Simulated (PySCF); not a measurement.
# QCISD(T)/STO-6G run of [SiF3]− (SMILES F[Si-](F)F)

Aim: the energy change on altering one bond length of [SiF3]− at QCISD(T)/STO-6G, from 2 runs. 

Program for the calculation: PySCF 2.14.0.

7 further runs of the same task are left out: 7 set aside as unsound or not needed.

## (1) Starting point

The species is [SiF3]− (4 atoms), meant as a singlet with charge -1. As SMILES, `F[Si-](F)F`. Geometry: relaxed at GFN2-xTB.

Bond lengths: Si1–F2 1.693 Å, Si1–F3 1.696 Å, Si1–F4 1.697 Å. Angles: F2–Si1–F3 93.7°, F2–Si1–F4 93.6°, F3–Si1–F4 93.7°.

## (2) A single-point energy at QCISD(T)/STO-6G

Contents of run.py:

```python
# [SiF3]-
from pyscf import gto, cc

mol = gto.M(
    atom='''
Si  -0.004470   0.005770   0.685050
F    1.428310  -0.030960  -0.216950
F   -0.687310   1.250250  -0.242810
F   -0.736530  -1.225060  -0.225300
''',
    max_memory=1860,
    verbose=4,
    charge=-1,
    spin=0,
    basis='sto-6g',
)

mf = mol.RHF()
mf.conv_tol = 1e-10
mf.kernel()
if not mf.converged:
    mf = mf.newton().run(mf.mo_coeff, mf.mo_occ)

mycc = cc.QCISD(mf, frozen=8)
mycc.kernel()
e_t = mycc.qcisd_t()
e_final = mycc.e_tot + e_t
print('E(%s) = %.9f' % ('QCISD(T)', e_final))
```

On the command line:

```
$ OMP_NUM_THREADS=1 python run.py
```

Standard output:

```text
PySCF version 2.14.0

[INPUT] num. atoms = 4
[INPUT] num. electrons = 42
[INPUT] charge = -1
[INPUT] spin (= nelec alpha-beta = 2S) = 0
[INPUT] symmetry False subgroup None
[INPUT] Mole.unit = angstrom
[INPUT] Symbol           X                Y                Z      unit          X                Y                Z       unit  Magmom
[INPUT]  1 Si    -0.004470000000   0.005770000000   0.685050000000 AA   -0.008447075777   0.010903719739   1.294556881633 Bohr   0.0
[INPUT]  2 F      1.428310000000  -0.030960000000  -0.216950000000 AA    2.699114720978  -0.058505920817  -0.409976082724 Bohr   0.0
[INPUT]  3 F     -0.687310000000   1.250250000000  -0.242810000000 AA   -1.298827662675   2.362630087237  -0.458844400306 Bohr   0.0
[INPUT]  4 F     -0.736530000000  -1.225060000000  -0.225300000000 AA   -1.391839982526  -2.315027886160  -0.425755295865 Bohr   0.0

nuclear repulsion = 169.961164030421
number of shells = 14
number of NR pGTOs = 144
number of NR cGTOs = 24
basis = sto-6g
ecp = {}

******** <class 'pyscf.scf.hf.RHF'> ********
method = RHF
initial guess = minao
damping factor = 0
level_shift factor = 0
DIIS = <class 'pyscf.scf.diis.CDIIS'>
diis_start_cycle = 1
diis_space = 8
diis_damp = 0
SCF conv_tol = 1e-10
SCF conv_tol_grad = None
SCF max_cycles = 50
direct_scf = True
direct_scf_tol = 1e-13
Set gradient conv threshold to 1e-05
Initial guess from minao.
init E= -584.385789058875
  HOMO = -0.262640363764397  LUMO = 0.237188563632083  gap/eV = 13.60104
cycle= 1 E= -584.548529083702  delta_E= -0.163  |g|= 0.458  |ddm|= 2.31
  HOMO = 0.0709589469975203  LUMO = 0.727393524379435  gap/eV = 17.86249
cycle= 2 E= -584.665018654759  delta_E= -0.116  |g|= 0.0855  |ddm|= 1.02
  HOMO = 0.080026033836608  LUMO = 0.77258777711993  gap/eV = 18.84556
cycle= 3 E= -584.669114094188  delta_E= -0.0041  |g|= 0.0277  |ddm|= 0.169
  HOMO = 0.0797565940916004  LUMO = 0.77619460940609  gap/eV = 18.95104
cycle= 4 E= -584.669821168712  delta_E= -0.000707  |g|= 0.00318  |ddm|= 0.104
  HOMO = 0.0804142265642885  LUMO = 0.776352365731273  gap/eV = 18.93744
cycle= 5 E= -584.669829952249  delta_E= -8.78e-06  |g|= 0.0004  |ddm|= 0.0109
  HOMO = 0.0803738755520912  LUMO = 0.77640943553539  gap/eV = 18.94009
cycle= 6 E= -584.669830072145  delta_E= -1.2e-07  |g|= 3.97e-05  |ddm|= 0.00121
  HOMO = 0.0803967156560171  LUMO = 0.776403620682614  gap/eV = 18.93931
cycle= 7 E= -584.669830073313  delta_E= -1.17e-09  |g|= 5.17e-06  |ddm|= 0.000114
  HOMO = 0.0803935025221101  LUMO = 0.776405357691068  gap/eV = 18.93945
cycle= 8 E= -584.669830073336  delta_E= -2.3e-11  |g|= 1.07e-06  |ddm|= 1.69e-05
  HOMO = 0.0803935558189812  LUMO = 0.776405216115391  gap/eV = 18.93944
Extra cycle  E= -584.669830073337  delta_E= -1.02e-12  |g|= 4.75e-07  |ddm|= 2.18e-06
converged SCF energy = -584.669830073337

******** <class 'pyscf.cc.qcisd.QCISD'> ********
QCISD nocc = 13, nmo = 16
frozen orbitals 8
max_cycle = 50
direct = 0
conv_tol = 1e-07
conv_tol_normt = 1e-05
diis_space = 6
diis_start_cycle = 0
diis_start_energy_diff = 1e+09
Init t2, MP2 energy = -584.728969452835  E_corr(MP2) -0.0591393794988359
Init E_corr(QCISD) = -0.0591393794989543
cycle = 1  E_corr(QCISD) = -0.0664243132114303  dE = -0.00728493371  norm(t1,t2) = 0.0478862
cycle = 2  E_corr(QCISD) = -0.0717670722722623  dE = -0.00534275906  norm(t1,t2) = 0.0165045
cycle = 3  E_corr(QCISD) = -0.0728779429619583  dE = -0.00111087069  norm(t1,t2) = 0.00750458
cycle = 4  E_corr(QCISD) = -0.0739009022656977  dE = -0.0010229593  norm(t1,t2) = 0.00292379
cycle = 5  E_corr(QCISD) = -0.0738749495934773  dE = 2.59526722e-05  norm(t1,t2) = 0.000599594
cycle = 6  E_corr(QCISD) = -0.0738746701500948  dE = 2.79443382e-07  norm(t1,t2) = 0.000127879
cycle = 7  E_corr(QCISD) = -0.0738746014915043  dE = 6.86585905e-08  norm(t1,t2) = 4.26314e-05
cycle = 8  E_corr(QCISD) = -0.0738740983503637  dE = 5.03141141e-07  norm(t1,t2) = 7.47856e-06
cycle = 9  E_corr(QCISD) = -0.0738739756341599  dE = 1.22716204e-07  norm(t1,t2) = 3.3936e-06
cycle = 10  E_corr(QCISD) = -0.0738740059838979  dE = -3.0349738e-08  norm(t1,t2) = 9.47729e-07
QCISD converged
E(QCISD) = -584.7437040793205  E_corr = -0.07387400598389794
QCISD(T) correction = -0.00331299829805891
E(QCISD(T)) = -584.747017078
```

Wall time 1.2 s (1 thread of Arm Neoverse V1, shared host); peak memory 0.12 GiB.

## (3) The distorted shape at the same level

Contents of geometry.xyz:

```xyz
4
F3Si
Si    -0.720867     0.024135     1.136054
F      1.428310    -0.030960    -0.216950
F     -1.403707     1.268615     0.208194
F     -1.452927    -1.206695     0.225704
```

Contents of input.py:

```python
from pyscf import gto, cc

system = gto.M(
    atom='geometry.xyz',
    max_memory=1860,
    charge=-1,
    basis='sto-6g',
    verbose=4,
)

calc0 = system.RHF()
calc0.conv_tol = 1e-10
calc0.kernel()
if not calc0.converged:
    calc0 = calc0.newton().run(calc0.mo_coeff, calc0.mo_occ)

mycc = cc.QCISD(calc0, frozen=8)
mycc.kernel()
e_t = mycc.qcisd_t()
etot = mycc.e_tot + e_t
print('Final energy', etot)
```

On the command line:

```
$ OMP_NUM_THREADS=1 python input.py
```

Standard output:

```text
PySCF version 2.14.0

[INPUT] num. atoms = 4
[INPUT] num. electrons = 42
[INPUT] charge = -1
[INPUT] spin (= nelec alpha-beta = 2S) = 0
[INPUT] symmetry False subgroup None
[INPUT] Mole.unit = angstrom
[INPUT] Symbol           X                Y                Z      unit          X                Y                Z       unit  Magmom
[INPUT]  1 Si    -0.720867000000   0.024135000000   1.136054000000 AA   -1.362241202237   0.045608540016   2.146830922717 Bohr   0.0
[INPUT]  2 F      1.428310000000  -0.030960000000  -0.216950000000 AA    2.699114720978  -0.058505920817  -0.409976082724 Bohr   0.0
[INPUT]  3 F     -1.403707000000   1.268615000000   0.208194000000 AA   -2.652621789135   2.397334907515   0.393429640778 Bohr   0.0
[INPUT]  4 F     -1.452927000000  -1.206695000000   0.225704000000 AA   -2.745634108986  -2.280323065882   0.426518745219 Bohr   0.0

nuclear repulsion = 149.436926901519
number of shells = 14
number of NR pGTOs = 144
number of NR cGTOs = 24
basis = sto-6g
ecp = {}

******** <class 'pyscf.scf.hf.RHF'> ********
method = RHF
initial guess = minao
damping factor = 0
level_shift factor = 0
DIIS = <class 'pyscf.scf.diis.CDIIS'>
diis_start_cycle = 1
diis_space = 8
diis_damp = 0
SCF conv_tol = 1e-10
SCF conv_tol_grad = None
SCF max_cycles = 50
direct_scf = True
direct_scf_tol = 1e-13
Set gradient conv threshold to 1e-05
Initial guess from minao.
init E= -583.867550927845
  HOMO = -0.331897996751599  LUMO = 0.0457083131287185  gap/eV = 10.27519
cycle= 1 E= -584.320631860191  delta_E= -0.453  |g|= 0.474  |ddm|= 2.13
  HOMO = 0.273813183567091  LUMO = 0.457222343226896  gap/eV = 4.99082
cycle= 2 E= -584.492383422003  delta_E= -0.172  |g|= 0.167  |ddm|= 1.61
  HOMO = 0.124735960962899  LUMO = 0.513408210772322  gap/eV = 10.57631
cycle= 3 E= -584.507110921312  delta_E= -0.0147  |g|= 0.0347  |ddm|= 0.334
  HOMO = 0.119135568070197  LUMO = 0.524594440297927  gap/eV = 11.03310
cycle= 4 E= -584.50843230078  delta_E= -0.00132  |g|= 0.0106  |ddm|= 0.129
  HOMO = 0.113713884634379  LUMO = 0.522621510318485  gap/eV = 11.12694
cycle= 5 E= -584.50855849903  delta_E= -0.000126  |g|= 0.00276  |ddm|= 0.0377
  HOMO = 0.116225452820658  LUMO = 0.522122630237295  gap/eV = 11.04502
cycle= 6 E= -584.508567518443  delta_E= -9.02e-06  |g|= 0.000529  |ddm|= 0.0107
  HOMO = 0.115551880332873  LUMO = 0.522410497772796  gap/eV = 11.07119
cycle= 7 E= -584.508567843559  delta_E= -3.25e-07  |g|= 0.00013  |ddm|= 0.00206
  HOMO = 0.115667866313799  LUMO = 0.522335627400306  gap/eV = 11.06599
cycle= 8 E= -584.508567862458  delta_E= -1.89e-08  |g|= 3.19e-05  |ddm|= 0.000483
  HOMO = 0.115640931349878  LUMO = 0.522346994843369  gap/eV = 11.06704
cycle= 9 E= -584.508567863652  delta_E= -1.19e-09  |g|= 5.19e-06  |ddm|= 0.000128
  HOMO = 0.115641082399157  LUMO = 0.522346752638148  gap/eV = 11.06702
cycle= 10 E= -584.508567863682  delta_E= -3e-11  |g|= 8.12e-07  |ddm|= 1.89e-05
  HOMO = 0.115641052682944  LUMO = 0.52234674219631  gap/eV = 11.06703
Extra cycle  E= -584.508567863683  delta_E= -6.82e-13  |g|= 4.89e-07  |ddm|= 2.52e-06
converged SCF energy = -584.508567863683

******** <class 'pyscf.cc.qcisd.QCISD'> ********
QCISD nocc = 13, nmo = 16
frozen orbitals 8
max_cycle = 50
direct = 0
conv_tol = 1e-07
conv_tol_normt = 1e-05
diis_space = 6
diis_start_cycle = 0
diis_start_energy_diff = 1e+09
Init t2, MP2 energy = -584.59399463382  E_corr(MP2) -0.0854267701374876
Init E_corr(QCISD) = -0.0854267701377267
cycle = 1  E_corr(QCISD) = -0.0909929598883355  dE = -0.00556618975  norm(t1,t2) = 0.11447
cycle = 2  E_corr(QCISD) = -0.10641839330835  dE = -0.0154254334  norm(t1,t2) = 0.066457
cycle = 3  E_corr(QCISD) = -0.106580058233124  dE = -0.000161664925  norm(t1,t2) = 0.0378982
cycle = 4  E_corr(QCISD) = -0.113091263200195  dE = -0.00651120497  norm(t1,t2) = 0.0227244
cycle = 5  E_corr(QCISD) = -0.113215479611061  dE = -0.000124216411  norm(t1,t2) = 0.00483906
cycle = 6  E_corr(QCISD) = -0.112872460657698  dE = 0.000343018953  norm(t1,t2) = 0.00245064
cycle = 7  E_corr(QCISD) = -0.113000317730258  dE = -0.000127857073  norm(t1,t2) = 0.000800191
cycle = 8  E_corr(QCISD) = -0.112996044959079  dE = 4.27277118e-06  norm(t1,t2) = 0.000384568
cycle = 9  E_corr(QCISD) = -0.113009779037264  dE = -1.37340782e-05  norm(t1,t2) = 0.000201303
cycle = 10  E_corr(QCISD) = -0.113003361545225  dE = 6.41749204e-06  norm(t1,t2) = 0.000100148
cycle = 11  E_corr(QCISD) = -0.113007403207878  dE = -4.04166265e-06  norm(t1,t2) = 7.79239e-05
cycle = 12  E_corr(QCISD) = -0.113006994673957  dE = 4.08533921e-07  norm(t1,t2) = 5.81073e-05
cycle = 13  E_corr(QCISD) = -0.113007497417782  dE = -5.02743825e-07  norm(t1,t2) = 2.34981e-05
cycle = 14  E_corr(QCISD) = -0.113007078144374  dE = 4.19273408e-07  norm(t1,t2) = 1.23841e-05
cycle = 15  E_corr(QCISD) = -0.113006682351261  dE = 3.95793113e-07  norm(t1,t2) = 6.86807e-06
cycle = 16  E_corr(QCISD) = -0.113006588320379  dE = 9.40308818e-08  norm(t1,t2) = 2.38101e-06
QCISD converged
E(QCISD) = -584.6215744520032  E_corr = -0.1130065883203794
QCISD(T) correction = -0.00475311782553571
Final energy -584.6263275698287
```

Wall time 1.4 s (1 thread of Arm Neoverse V1, shared host); peak memory 0.12 GiB.

## (4) What came out

At QCISD(T)/STO-6G, 8 core orbitals frozen:

```
                                                              quantity          value
                                             first shape: total energy  -584.74702 Eh
                      first shape: HOMO energy (Hartree–Fock orbitals)        2.19 eV
                      first shape: LUMO energy (Hartree–Fock orbitals)       21.13 eV
    first shape: HOMO–LUMO gap (to an unbound level, set by the basis)       18.94 eV
              first shape: correlation energy (8 core orbitals frozen)      -77.2 mEh
                                           first shape: (T) correction      -3.31 mEh
                                            first shape: T1 diagnostic          0.010
                                         distorted shape: total energy  -584.62633 Eh
                  distorted shape: HOMO energy (Hartree–Fock orbitals)        3.15 eV
                  distorted shape: LUMO energy (Hartree–Fock orbitals)       14.21 eV
distorted shape: HOMO–LUMO gap (to an unbound level, set by the basis)       11.07 eV
          distorted shape: correlation energy (8 core orbitals frozen)     -117.8 mEh
                                       distorted shape: (T) correction      -4.75 mEh
                                        distorted shape: T1 diagnostic          0.034
    energy change with the Si1–F2 bond stretched from 1.693 to 2.540 Å       3.284 eV
```

**Reading.** With the Si1–F2 bond stretched from 1.693 to 2.540 Å the energy rises by 3.28 eV (76 kcal/mol). The first shape isn't relaxed at this level, so the change isn't measured from a minimum. The minimal basis adds a large error of its own. The triples (first shape) make up 4.3 % of the correlation energy. The HOMO (first shape) lies at positive energy, 2.19 eV: the electron is unbound at this level or held by a compact basis; values depend on the basis. The T1 diagnostic (distorted shape) of 0.034 is above the customary mark for such species, so a single reference may not serve. Mulliken charges (distorted shape) of the mean-field density run from -0.59 on F2 to +0.45 on Si1; they depend strongly on the basis. The triples (distorted shape) make up 4.0 % of the correlation energy.
